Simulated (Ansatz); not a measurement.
# ScH3Br2: the cost of one run

Computed with Ansatz 0.2.0 (DFT PBE, scalar-relativistic, plane waves, PAW, unless a step's input says otherwise).

**1. The structure to begin with**

Symmetry: P6/mmm, No. 191, hexagonal system. Conventional cell: a = 6.050 Å, b = 6.050 Å, c = 3.275 Å, α = 90.00°, β = 90.00°, γ = 120.00°. Around Sc (site symmetry 6/mmm) lie 2 Sc at 3.27 Å and 12 H at 3.44 Å and 6 Br at 3.49 Å. H (site symmetry mmm) has 4 Br at 2.39 Å and 6 H at 3.03 to 3.27 Å and 4 Sc at 3.44 Å in its first shell of neighbours. Br (site symmetry -6m2) is surrounded by 6 H at 2.39 Å and 5 Br at 3.27 to 3.49 Å and 3 Sc at 3.49 Å.

As a file:

```xyz
6
Lattice="6.0505 0.0000 0.0000 -3.0252 5.2399 0.0000 0.0000 0.0000 3.2747" Properties=species:S:1:pos:R:3 pbc="T T T"
Sc    0.0000    0.0000    0.0000
H     3.0252    0.0000    1.6374
H     1.5126    2.6199    1.6374
H    -1.5126    2.6199    1.6374
Br    0.0000    3.4932    0.0000
Br    3.0252    1.7466    0.0000
```

A structure generator made this guess: species swapped into a database cell of PrB2Ru3 (P6/mmm, No. 191), with Sc on the Pr sites, Br on the B sites and H on the Ru sites. The dimensions are guesses.

**2. Probe: one point on a coarse mesh**

File input.yaml:

```yaml
crystal:
  lattice:
    - [6.05046987, 0.0, 0.0]
    - [-3.02523493, 5.23986061, 0.0]
    - [0.0, 0.0, 3.27470525]
  atoms:
    - { symbol: Sc, position: [0.0, 0.0, 0.0] }
    - { symbol: H, position: [0.5, 0.0, 0.5] }
    - { symbol: H, position: [0.5, 0.5, 0.5] }
    - { symbol: H, position: [0.0, 0.5, 0.5] }
    - { symbol: Br, position: [0.33333333, 0.66666667, 0.0] }
    - { symbol: Br, position: [0.66666667, 0.33333333, 0.0] }
basis:
  ecutwfc: 420
kpoints:
  mp_grid: { grid: [3, 3, 6] }
hamiltonian:
  xc: pbe
scf:
  occupations: { method: gaussian, width: 0.1 }
  lower_state_search: "off"
output:
  forces: true
  stress: true
  eigenvalues: true
```

Run with:

```console
ansatz run input.yaml --threads 1 --pin off --max-ram 2560MiB --backend cpu --events-out ev --progress --plain --runs-dir out
```

Q: Estimate wall time and peak memory on 1 thread of AMD EPYC 7B13 (Zen 3), shared host.

About 1.6 s, with a peak of 0.41 GiB.
